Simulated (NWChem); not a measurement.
# C2H8BN (SMILES CB(C)N): levels of theory compared

Aim: a comparison of 5 runs (HF/STO-3G, HF/3-21G, B3LYP/6-31G*, PBE0/pcseg-1) of C2H8BN. 

Program for the calculation: NWChem 7.3.0.

### Step 1. Starting point

C2H8BN has 12 atoms, charge 0, and is taken as a singlet. As SMILES, `CB(C)N`. The shape is that of a PBE0-D4/def2-TZVP optimisation.

Bond lengths: C1–B2 1.578 Å, B2–C3 1.578 Å, B2–N4 1.398 Å, C1–H5 1.094 Å, C1–H6 1.095 Å, C1–H7 1.095 Å, C3–H8 1.095 Å, C3–H9 1.094 Å, C3–H10 1.095 Å, N4–H11 1.006 Å, N4–H12 1.006 Å. Some angles: C1–B2–C3 120.8°, C1–B2–N4 119.6°, C3–B2–N4 119.6°, B2–C1–H5 114.2°, B2–C1–H6 110.6°, B2–C1–H7 110.6°, B2–C3–H8 110.6°, B2–C3–H9 114.2°, B2–C3–H10 110.6°, B2–N4–H11 123.1°.

### Step 2. Energy and forces at HF/STO-3G (run 1)

The input, a.nw:

```
start a
title "C2H8BN hf"
memory stack 880 mb heap 220 mb global 1100 mb
charge 0

geometry units au noautosym nocenter noautoz
  C  -1.35946897  2.14616196 -1.19317308
  B  -0.07332137 -0.32767851 -0.13643823
  C   1.91202489 -0.18764980  2.08361203
  N  -0.70108839 -2.67245069 -1.17975602
  H  -2.70249733  1.81357016 -2.72819761
  H  -2.36348046  3.14658297  0.31520632
  H   0.07143165  3.47199381 -1.88575770
  H   1.07619903  0.70260017  3.75488581
  H   2.66829329 -2.02200695  2.66092336
  H   3.51243395  1.01346012  1.55316590
  H  -1.95095325 -2.87805289 -2.59648370
  H   0.05574692 -4.31084324 -0.58392537
end

basis spherical bse
  * library STO-3G
end

scf
  singlet
  rhf
  thresh 1e-08
  maxiter 80
  noprint "final vectors analysis"
end

task scf gradient
```

Started as:

```bash
$ nwchem a.nw > a.out
```

Standard output:

```text
[...]
  functions       =    28
[...]
  wavefunction    = RHF
[...]
         Total SCF energy =   -157.652382201637
      One-electron energy =   -440.336282712778
      Two-electron energy =    168.228253708940
 Nuclear repulsion energy =    114.455646802201
        Time for solution =      1.5s
[...]
                         RHF ENERGY GRADIENTS
    atom               coordinates                        gradient
                 x          y          z           x          y          z
   1 C      -1.359469   2.146162  -1.193173    0.004474  -0.016776   0.002650
   2 B      -0.073321  -0.327679  -0.136438    0.005886   0.021489   0.009506
   3 C       1.912025  -0.187650   2.083612   -0.010777  -0.006021  -0.012579
   4 N      -0.701088  -2.672451  -1.179756   -0.008106  -0.029963  -0.013390
   5 H      -2.702497   1.813570  -2.728198   -0.005909   0.000114  -0.006520
   6 H      -2.363480   3.146583   0.315206   -0.003042   0.005143   0.005978
   7 H       0.071432   3.471994  -1.885758    0.005486   0.006312  -0.001695
   8 H       1.076199   0.702600   3.754886   -0.002450   0.004780   0.006584
   9 H       2.668293  -2.022007   2.660923    0.004020  -0.006949   0.003455
  10 H       3.512434   1.013460   1.553166    0.006081   0.005900  -0.001169
  11 H      -1.950953  -2.878053  -2.596484    0.008648   0.003395   0.010076
[...]
```

Wall time 2.4 s (1 thread of Intel Xeon Platinum 8488C (Sapphire Rapids), shared host); peak memory 0.096 GiB.

### Step 3. Energy and gradient at HF/3-21G (run 2)

The input, c2h8bn.nw:

```
start c2h8bn
memory 2200 mb
geometry noautosym nocenter noautoz
C     -0.719400     1.135700    -0.631400
B     -0.038800    -0.173400    -0.072200
C      1.011800    -0.099300     1.102600
N     -0.371000    -1.414200    -0.624300
H     -1.430100     0.959700    -1.443700
H     -1.250700     1.665100     0.166800
H      0.037800     1.837300    -0.997900
H      0.569500     0.371800     1.987000
H      1.412000    -1.070000     1.408100
H      1.858700     0.536300     0.821900
H     -1.032400    -1.523000    -1.374000
H      0.029500    -2.281200    -0.309000
end
basis spherical bse
C library 3-21G
B library 3-21G
N library 3-21G
H library 3-21G
end
scf
thresh 1e-08
maxiter 80
noprint "final vectors analysis"
end
task scf gradient
```

Started as:

```bash
$ nwchem c2h8bn.nw > c2h8bn.out
```

Standard output:

```text
[...]
  functions       =    52
[...]
  wavefunction    = RHF
[...]
         Total SCF energy =   -158.720765189128
      One-electron energy =   -440.314295372895
      Two-electron energy =    167.137875077195
 Nuclear repulsion energy =    114.455655106572
        Time for solution =      1.8s
[...]
                         RHF ENERGY GRADIENTS
    atom               coordinates                        gradient
                 x          y          z           x          y          z
   1 C      -1.359469   2.146162  -1.193173    0.003759  -0.012029   0.002520
   2 B      -0.073321  -0.327678  -0.136438    0.000076  -0.000167  -0.000135
   3 C       1.912025  -0.187650   2.083612   -0.008090  -0.003650  -0.009353
   4 N      -0.701088  -2.672450  -1.179756    0.004200   0.015979   0.007083
   5 H      -2.702497   1.813570  -2.728197   -0.003039  -0.000281  -0.003399
   6 H      -2.363480   3.146583   0.315206   -0.001048   0.001765   0.002691
   7 H       0.071432   3.471994  -1.885758    0.002540   0.002258  -0.000524
   8 H       1.076199   0.702600   3.754886   -0.001355   0.002016   0.002413
   9 H       2.668293  -2.022007   2.660923    0.001905  -0.003790   0.001568
  10 H       3.512434   1.013460   1.553166    0.002225   0.002484  -0.000869
  11 H      -1.950953  -2.878053  -2.596484   -0.002889  -0.000623  -0.003316
[...]
```

Wall time 2.8 s (1 thread of Intel Xeon Platinum 8488C (Sapphire Rapids), shared host); peak memory 0.099 GiB.

Runs 3 to 4 aren't shown in full; the table further down has their settings and results.

### Step 4. Energy and gradient at PBE0/pcseg-1 (run 5)

The input, test.xyz:

```xyz
12

C     -0.719400     1.135700    -0.631400
B     -0.038800    -0.173400    -0.072200
C      1.011800    -0.099300     1.102600
N     -0.371000    -1.414200    -0.624300
H     -1.430100     0.959700    -1.443700
H     -1.250700     1.665100     0.166800
H      0.037800     1.837300    -0.997900
H      0.569500     0.371800     1.987000
H      1.412000    -1.070000     1.408100
H      1.858700     0.536300     0.821900
H     -1.032400    -1.523000    -1.374000
H      0.029500    -2.281200    -0.309000
```

The input, test.nw:

```
start test
memory stack 880 mb heap 220 mb global 1100 mb

geometry units angstroms noautosym nocenter noautoz
   load format xyz test.xyz
end

basis spherical bse
   * library pcseg-1
end

dft
   xc pbe0
   grid fine
   convergence energy 1e-08
   maxiter 100
   mulliken
end

task dft gradient
```

Started as:

```bash
$ nwchem test.nw > test.out
```

Standard output:

```text
[...]
          Wavefunction type:  closed shell.
          No. of atoms     :    12
          No. of electrons :    32
[...]
          Charge           :     0
          Spin multiplicity:     1
[...]
          AO basis - number of functions:    96
[...]
              XC Information
              --------------
                         PBE0 Method XC Functional
                     Hartree-Fock (Exact) Exchange  0.250
          PerdewBurkeErnzerhof Exchange Functional  0.750
            Perdew 1991 LDA Correlation Functional  1.000 local
           PerdewBurkeErnz. Correlation Functional  1.000 non-local
[...]
 d= 0,ls=0.0,diis     1   -160.4125607910 -2.75D+02  7.03D-03  4.18D-01     2.5
[...]
 d= 0,ls=0.0,diis     8   -160.4630431867 -3.03D-10  1.08D-06  2.33D-08    16.8
         Total DFT energy =     -160.463043186722
      One electron energy =     -441.760314108611
           Coulomb energy =      191.497380369032
    Exchange-Corr. energy =      -24.655764553715
 Nuclear repulsion energy =      114.455655106572
[...]
      Total Density - Mulliken Population Analysis
     ---------------------------------------------
    Atom       Charge   Shell Charges
 -----------   ------   -------------------------------------------------------
    1 C    6     6.50   1.99  0.71  0.49  2.17  1.12  0.02
    2 B    5     4.66   1.99  0.65  0.10  1.60  0.25  0.07
    3 C    6     6.50   1.99  0.71  0.49  2.17  1.12  0.02
    4 N    7     7.38   1.99  0.81  0.59  2.53  1.45  0.01
    5 H    1     0.90   0.76  0.12  0.02
    6 H    1     0.88   0.75  0.11  0.02
    7 H    1     0.88   0.75  0.11  0.02
    8 H    1     0.88   0.75  0.11  0.02
    9 H    1     0.90   0.76  0.12  0.02
   10 H    1     0.88   0.75  0.11  0.02
[...]
  wavefunction    = closed shell
[...]
```

Run time: 22 s. Hardware: 1 thread of Intel Xeon Platinum 8488C (Sapphire Rapids), shared host; peak memory 0.12 GiB.

### Step 5. The series

```csv
run,level,iteration cap,module,energy (Eh),dipole moment (D),largest force (eV/Å),wall time
1,HF/STO-3G,80,scf,-157.652382,1.29,1.738,2.4 s
2,HF/3-21G,80,scf,-158.720765,1.43,0.924,2.8 s
3,B3LYP/6-31G* (spherical functions),100,dft,-160.693293,1.40,0.263,40 s
4,B3LYP/6-31G* (Cartesian functions),100,dft,-160.696051,1.40,0.260,42 s
5,PBE0/pcseg-1,100,dft,-160.463043,1.36,0.260,22 s
```

### Step 6. Summary of results

| quantity | value |
| --- | --- |
| run 5: total energy | -160.46304 Eh |
| run 5: dipole moment | 1.36 D |
| run 5: HOMO energy | -8.05 eV |
| run 5: LUMO energy | 1.36 eV |
| run 5: HOMO–LUMO gap | 9.41 eV |
| run 5: largest force on an atom | 0.260 eV/Å |

In words: The dipole moment (its size) runs from 1.29 D (HF/STO-3G) to 1.43 D (HF/3-21G). Over runs 3, 4, 5 the HOMO–LUMO gap runs from 8.93 eV (B3LYP/6-31G*) to 9.41 eV (PBE0/pcseg-1). The two ends differ in method and basis. Totals of different functionals can't be ranked against each other. In run 1 the basis is minimal, so the values are rough. All runs together took 1.8 min, the longest 42 s.
